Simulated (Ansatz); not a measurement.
**C₅H₄F₆: one species, many methods**

How much do the methods differ for C₅H₄F₆? The plan is to run it at one geometry with functionals of several rungs and with coupled cluster, and see how far each lands from CCSD(T) at the basis-set limit for the atomisation energy.

The runs use Ansatz 0.2.0, Gaussian basis; functionals in def2-TZVPP, the program's frozen cores in correlated methods.

Plan: LDA (SPW92), PBE-D4, revPBE-D4, BLYP-D4, r2SCAN-D4, B97M-V, PBE0-D4, B3LYP-D4, r2SCANh-D4, r2SCAN0-D4, HSE06-D4, BHLYP-D4, CAM-B3LYP-D4, LC-ωPBE, ωB97X-V, ωB97M-V, B2PLYP, PBE-QIDH; CCSD(T)/def2-SVP; CCSD(T)/def2-TZVPP; MP2/def2-QZVPP; extrapolation to the limit; RPA on PBE.

## (1) The geometry

The geometry comes from an earlier relaxation with PBE0-D4 in a triple-zeta def2 set; it is a stationary point, not always the lowest conformer.

SMILES `F[C@H]1CC(F)(F)[C@H](F)C1(F)F`, 15 atoms, charge 0, spin multiplicity 1.

Atoms are counted from 1 here; the program's logs count them from 0.

Bond lengths: F1–C2 1.378 Å, C2–C3 1.519 Å, C2–C9 1.529 Å, C2–H12 1.091 Å, C3–C4 1.532 Å, C3–H13 1.089 Å, C3–H14 1.090 Å, C4–F5 1.348 Å, C4–F6 1.355 Å, C4–C7 1.542 Å, C7–F8 1.353 Å, C7–C9 1.524 Å, C7–H15 1.094 Å, C9–F10 1.354 Å, C9–F11 1.340 Å. Angles: F1–C2–C3 110.2°, F1–C2–C9 108.1°, F1–C2–H12 108.7°, C3–C2–C9 103.2°, C3–C2–H12 114.6°, C9–C2–H12 111.7°, C2–C3–C4 106.2°, C2–C3–H13 111.3°, C2–C3–H14 110.4°, C4–C3–H13 111.6°, C4–C3–H14 108.3°, H13–C3–H14 109.0°, C3–C4–F5 111.2°, C3–C4–F6 111.7°, C3–C4–C7 106.6°, F5–C4–F6 106.8°, F5–C4–C7 110.3°, F6–C4–C7 110.3° and more.

## (2) LDA

This LDA is Slater exchange with PW92 correlation.

in.yaml

```yaml
crystal:
  periodic: [false, false, false]
  atoms:
    - {symbol: F, position_ang: [-1.973655, -0.695261, -0.505271]}
    - {symbol: C, position_ang: [-0.626154, -0.939436, -0.655515]}
    - {symbol: C, position_ang: [0.061357, 0.267458, -1.270217]}
    - {symbol: C, position_ang: [0.439754, 1.184622, -0.103491]}
    - {symbol: F, position_ang: [1.756397, 1.474604, -0.119627]}
    - {symbol: F, position_ang: [-0.222604, 2.365784, -0.159295]}
    - {symbol: C, position_ang: [0.074484, 0.427442, 1.188611]}
    - {symbol: F, position_ang: [0.954337, 0.628818, 2.196998]}
    - {symbol: C, position_ang: [-0.002095, -1.026262, 0.737340]}
    - {symbol: F, position_ang: [1.242894, -1.543383, 0.611319]}
    - {symbol: F, position_ang: [-0.690438, -1.806352, 1.582178]}
    - {symbol: H, position_ang: [-0.498703, -1.868477, -1.213297]}
    - {symbol: H, position_ang: [-0.588930, 0.773063, -1.982715]}
    - {symbol: H, position_ang: [0.977383, -0.035367, -1.777886]}
    - {symbol: H, position_ang: [-0.926028, 0.741946, 1.500167]}
basis:
  gaussian: {orbitals: def2-TZVPP}
hamiltonian: {xc: lda}
output: {orbitals: {seedname: orbitals}}
```

On the command line:

```sh
$ ansatz run in.yaml --threads 4 --pin off --events-out ev --progress --plain --max-ram 66560MiB --backend cuda --devices 0, --max-vram 37GiB
```

Further steps of the session: PBE-D4 (GGA); revPBE-D4 (GGA); BLYP-D4 (GGA); r2SCAN-D4 (meta-GGA); B97M-V (meta-GGA); PBE0-D4 (hybrid); B3LYP-D4 (hybrid); r2SCANh-D4 (hybrid); r2SCAN0-D4 (hybrid); HSE06-D4 (hybrid); BHLYP-D4 (hybrid); CAM-B3LYP-D4 (range-separated); LC-ωPBE (range-separated); ωB97X-V (range-separated); ωB97M-V (range-separated); B2PLYP (double hybrid); PBE-QIDH (double hybrid); CCSD(T) in def2-SVP; CCSD(T) in def2-TZVPP; MP2 in def2-QZVPP; RPA on PBE orbitals.

**Question.** What will the summary of the whole plan be? Wanted: atomisation energy, CCSD(T)/CBS; farthest beyond LDA; mean size of error, GGA; mean size of error, meta-GGA; mean size of error, hybrid; mean size of error, range-separated; mean size of error, double hybrid; gap, smallest and largest; T1 diagnostic.

**Answer**, as computed:

| quantity | value |
| --- | --- |
| atomisation energy, CCSD(T)/CBS | 6392.6 kJ/mol |
| functionals within 32.0 kJ/mol (0.5 %) | BLYP-D4, B97M-V, r2SCANh-D4, PBE-QIDH |
| farthest beyond LDA | BHLYP-D4 (-323.2 kJ/mol) |
| mean size of error, GGA | 123.2 kJ/mol |
| mean size of error, meta-GGA | 37.1 kJ/mol |
| mean size of error, hybrid | 109.1 kJ/mol |
| mean size of error, range-separated | 60.0 kJ/mol |
| mean size of error, double hybrid | 39.9 kJ/mol |
| gap, smallest and largest | 6.74 eV (LDA (SPW92)), 14.76 eV (LC-ωPBE) |
| T1 diagnostic | 0.0119 |
| triples share of the correlation energy | 3.4 % |

In words: The LDA atomisation energy is off by 1323.6 kJ/mol (21 %): it overbinds. PBE-D4 misses by +298.8 kJ/mol. Double hybrids carry the basis error of their MP2 part in triple zeta, and no dispersion term here, so their miss is partly the set-up's. Taken by rung, meta-GGA functionals do best (37.1 kJ/mol on average) and GGA ones worst beyond LDA (123.2 kJ/mol). hybrid functionals lie within the reference's doubt of that worst mean (109.1 kJ/mol), so those two tie. The gap between the best rungs is small, so their order is not settled. Misses under about 32.0 kJ/mol are within the doubt on the reference itself, which lacks core-valence correlation, relativity and higher excitations. Hartree-Fock recovers 70 % of the binding; the rest is correlation. CCSD(T) in def2-SVP is off by -277.0 kJ/mol, more than most functionals: a good method in a small basis is no reference. The gap grows from 6.7 to 14.8 eV across the functionals, mostly with the share of exact exchange.
